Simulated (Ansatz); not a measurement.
# BFH6OSi: the cost of one run

All numbers below are computed with Ansatz 0.2.0 (RKS BHLYP/6-31G*).

**1. The structure to begin with**

Bond lengths: B1–F2 1.670 Å, B1–H3 1.190 Å, B1–H4 1.190 Å, B1–O5 1.710 Å, O5–Si6 1.680 Å, Si6–H7 1.460 Å, Si6–H8 1.460 Å, Si6–H9 1.460 Å, F2–H10 1.041 Å, O5–H10 1.132 Å. Angles (14 of 17 angles, heavy atoms first): F2–B1–O5 71.6°, B1–O5–Si6 125.0°, B1–F2–H10 80.7°, F2–B1–H3 120.0°, F2–B1–H4 120.0°, H3–B1–O5 97.0°, H4–B1–O5 101.2°, B1–O5–H10 76.7°, Si6–O5–H10 140.3°, O5–Si6–H7 109.5°, O5–Si6–H8 109.5°, O5–Si6–H9 109.5°, F2–H10–O5 131.0°, H3–B1–H4 120.0°.

Structure file:

```xyz
10

B     0.0000    0.0000    0.0000
F     0.0000    0.0000    1.6700
H     1.0305    0.0000   -0.5950
H    -1.0305    0.0000   -0.5950
O     0.0715   -1.6212    0.5392
Si   -0.6985   -2.9178   -0.2012
H     0.2063   -4.0629   -0.2427
H    -1.8953   -3.2713    0.5566
H    -1.0766   -2.5477   -1.5620
H     0.0453   -1.0266    1.5024
```

**2. Pulling towards end A**

Springs on the bonds that form and break draw the guess towards this end; the thresholds are loose.

Contents of input.yaml:

```yaml
crystal:
  periodic: [false, false, false]
  atoms:
    - { symbol: B, position_ang: [0.0, 0.0, 0.0] }
    - { symbol: F, position_ang: [0.0, 0.0, 1.67] }
    - { symbol: H, position_ang: [1.0305, 0.0, -0.595] }
    - { symbol: H, position_ang: [-1.0305, 0.0, -0.595] }
    - { symbol: O, position_ang: [0.0715, -1.6212, 0.5392] }
    - { symbol: Si, position_ang: [-0.6985, -2.9178, -0.2012] }
    - { symbol: H, position_ang: [0.2063, -4.0629, -0.2427] }
    - { symbol: H, position_ang: [-1.8953, -3.2713, 0.5566] }
    - { symbol: H, position_ang: [-1.0766, -2.5477, -1.562] }
    - { symbol: H, position_ang: [0.0453, -1.0266, 1.5024] }
basis:
  gaussian: { orbitals: "6-31G*" }
hamiltonian:
  xc: { name: BHLYP }
relax:
  f_tol: 0.15
  max_steps: 25
  restrain:
    - { distance: [0, 4], at: 2.61, k: 30.0 }
    - { distance: [9, 1], at: 2.12, k: 30.0 }
    - { distance: [0, 1], at: 1.32, k: 30.0 }
    - { distance: [9, 4], at: 1.01, k: 30.0 }
```

Run with:

```bash
> ansatz run input.yaml --threads 1 --pin off --max-ram 2048MiB --backend cpu --events-out ev --progress --plain --runs-dir out
```

Q: Estimate wall time and peak memory on 1 thread of Arm Neoverse V2, shared host.

About 26 s, with a peak of 0.14 GiB.
